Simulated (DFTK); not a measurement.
HPbNO4 under changes of volume

One of the cells (14.195 Å³/atom); the others are scaled copies at fixed shape and fractional positions:

```xyz
7
Lattice="4.1710 0.1104 0.1670 1.9031 3.8652 0.1248 1.7490 1.2442 6.3299" Properties=species:S:1:pos:R:3 pbc="T T T"
H     6.1146    3.5159    4.2090
Pb    3.9145    4.7049    5.7326
N     2.1477    1.5193    1.9887
O     6.0759    3.5818    5.1830
O     2.2374    1.0483    0.8075
O     2.1675    0.7431    2.9591
O     2.0407    2.7537    2.1316
```

The cell was built by a generator and needn't be a form met in nature.

| Property | Result |
| --- | --- |
| Program | DFTK 0.8.2 |
| Functional | AM05 |
| Potentials or basis | SG15 1.2 (PBE) |
| Cutoff | 1225 eV |
| k mesh | 4 × 4 × 3 |
| Occupations | fermi-dirac, width 0.05 eV |
| Spin | no spin polarisation |

| volume (Å³/atom) | energy over the lowest point (meV/atom) | pressure (GPa) | gap on the mesh (eV) | largest force (eV/Å) |
| --- | --- | --- | --- | --- |
| 13.615 | ? | ? | ? | ? |
| 13.905 | 3.39 | 3.0 | 3.00 | 1.157 |
| 14.195 | 0.00 | 0.8 | 2.98 | 0.555 |
| 14.484 | 0.32 | -1.1 | 2.96 | 0.269 |
| 14.774 | 4.01 | -2.9 | 2.93 | 0.558 |

What does the run at 13.615 Å³/atom give?

Energy over the lowest point 10.90 meV/atom; pressure 5.4 GPa; gap on the mesh 3.01 eV; largest force 1.805 eV/Å.

Worked out: A Birch-Murnaghan fit of order 2 (a polynomial in V^(-2/3)) to the other rows has its minimum at 14.31 Å³/atom with B0 = V·E''(V) = 97 GPa at fixed shape and positions, which overstates the stiffness. It gives 10.91 meV/atom at 13.615 Å³/atom, against the run's 10.90, and -dE/dV = 5.4 GPa, against 5.4. A straight line through the other rows of the gap, of slope -1.14 eV per unit of ln V, extrapolates to 3.03 eV, against the run's 3.01.

Energies are extrapolated to zero smearing.

Caveats: all runs use coarse meshes; the potentials were made for another functional, which shifts forces and pressure; spin-orbit coupling is left out, which as a rule narrows the gap of such compounds by several tenths of an eV; an odd mesh through Γ misses points on the zone boundary, where band edges often lie.
